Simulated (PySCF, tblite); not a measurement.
# C₅H₁₁AlF₃P: geometry, infrared bands and NMR shifts

Aim: predict the infrared bands and NMR shifts of C₅H₁₁AlF₃P (`CC[C@@H]1C[P@@+]1([AlH3-])C(F)(F)F`).

The runs use tblite 0.8.0 and PySCF 2.14.0, with density-fitted response routines of our own; the level of theory stands in each step. All values are computed, except where a source is named. Atoms are numbered from 0 throughout.

**1. Starting geometry**

21 atoms, charge 0, multiplicity 1; geometry from: force field or distance geometry start.

Bonds of the start (Å): C0–C1 1.50, C1–C2 1.49, C2–C3 1.52, C3–P4 1.81, P4–Al5 2.27, P4–C6 1.80, C6–F7 1.37, C6–F8 1.39, C6–F9 1.39, P4–C2 1.77, C0–H10 1.12, C0–H11 1.11, C0–H12 1.10, C1–H13 1.14, C1–H14 1.10, C2–H15 1.13, C3–H16 1.11, C3–H17 1.10, Al5–H18 1.61, Al5–H19 1.59, Al5–H20 1.61.

**2. Relaxing the molecule with GFN2-xTB**

Job settings and geometry (Å):

```
{"job": {"kind": "relax", "xc": "GFN2-xTB", "basis": "xTB"}, "charge": 0, "multiplicity": 1}
C      2.834800     0.430400    -0.501800
C      1.868700    -0.394900     0.287400
C      0.607700     0.304200     0.663300
C     -0.326200    -0.587100     1.462100
P     -0.955100     0.020500    -0.127200
Al    -2.718400     1.432800     0.119900
C     -1.192400    -1.276500    -1.356200
F     -0.016100    -1.757900    -1.867000
F     -1.925600    -0.704000    -2.390500
F     -2.008400    -2.264600    -0.815900
H      3.045900    -0.099800    -1.463900
H      2.459000     1.449800    -0.715000
H      3.793700     0.532700     0.034000
H      2.391700    -0.584500     1.284400
H      1.732900    -1.397600    -0.137800
H      0.772200     1.340000     1.087700
H     -0.104600    -1.671600     1.481900
H     -0.735200    -0.097600     2.360600
H     -2.347100     2.935700    -0.335500
H     -3.969800     0.915100    -0.722100
H     -3.216800     1.492000     1.651100
```

Launch:

```bash
$ OMP_NUM_THREADS=1 python probes_run.py task.json out
```

One launch serves the whole session: the jobs run in the order shown.

**Question.** This job is followed by: GFN2-xTB harmonic vibrations, gas phase; GIAO PBE0/pcSseg-1 NMR shielding, non-relativistic, gas phase. What will the session give for the following? strongest single infrared mode (GFN2-xTB); zero-point energy (GFN2-xTB); 13C shifts against TMS (PBE0/pcSseg-1); 1H shifts against TMS (PBE0/pcSseg-1, means over atoms taken as alike); 31P shifts against H3PO4 (PBE0/pcSseg-1); 27Al shifts against AlH4- (PBE0/pcSseg-1); 19F shifts against CFCl3 (PBE0/pcSseg-1, means over atoms taken as alike); surface potential, 1st and 99th percentile.

As calculated:

| quantity | value |
| --- | --- |
| strongest single infrared mode (GFN2-xTB) | 730 cm⁻¹, 692 km/mol |
| zero-point energy (GFN2-xTB) | 89.5 kcal/mol |
| 13C shifts against TMS (PBE0/pcSseg-1) | 138.6, 38.7, 28.0, 23.6, 17.4 ppm |
| 1H shifts against TMS (PBE0/pcSseg-1, means over atoms taken as alike) | 4.23, 2.51, 2.36, 2.09, 1.92, 1.55, 1.46 ppm |
| 31P shifts against H3PO4 (PBE0/pcSseg-1) | -220.9 ppm |
| 27Al shifts against AlH4- (PBE0/pcSseg-1) | 81.8 ppm |
| 19F shifts against CFCl3 (PBE0/pcSseg-1, means over atoms taken as alike) | -55.3 ppm |
| surface potential, 1st and 99th percentile | -0.97 V and 1.38 V |

In words: The optimisation took 276 steps and gained 1.879 eV; among the close pairs (by a distance rule), P4–Al5 changed most, from 2.273 to 2.507 Å. No mode is imaginary among the 57: a minimum at this level. The strongest single mode, at 730 cm⁻¹, moves mainly H20 and H18. GFN2-xTB is a fitted tight-binding method: band positions and strengths are rough. Its intensities can rank the bands wrongly. At PBE0/pcSseg-1: Shielding is most anisotropic at P4 (span 643 ppm, paramagnetic term -430 ppm). By nearest atom (PBE0/pcSseg-1), the HOMO sits on H18, H19 about 34 % each; P4 9 % and the LUMO on P4 32 %; Al5 14 %.
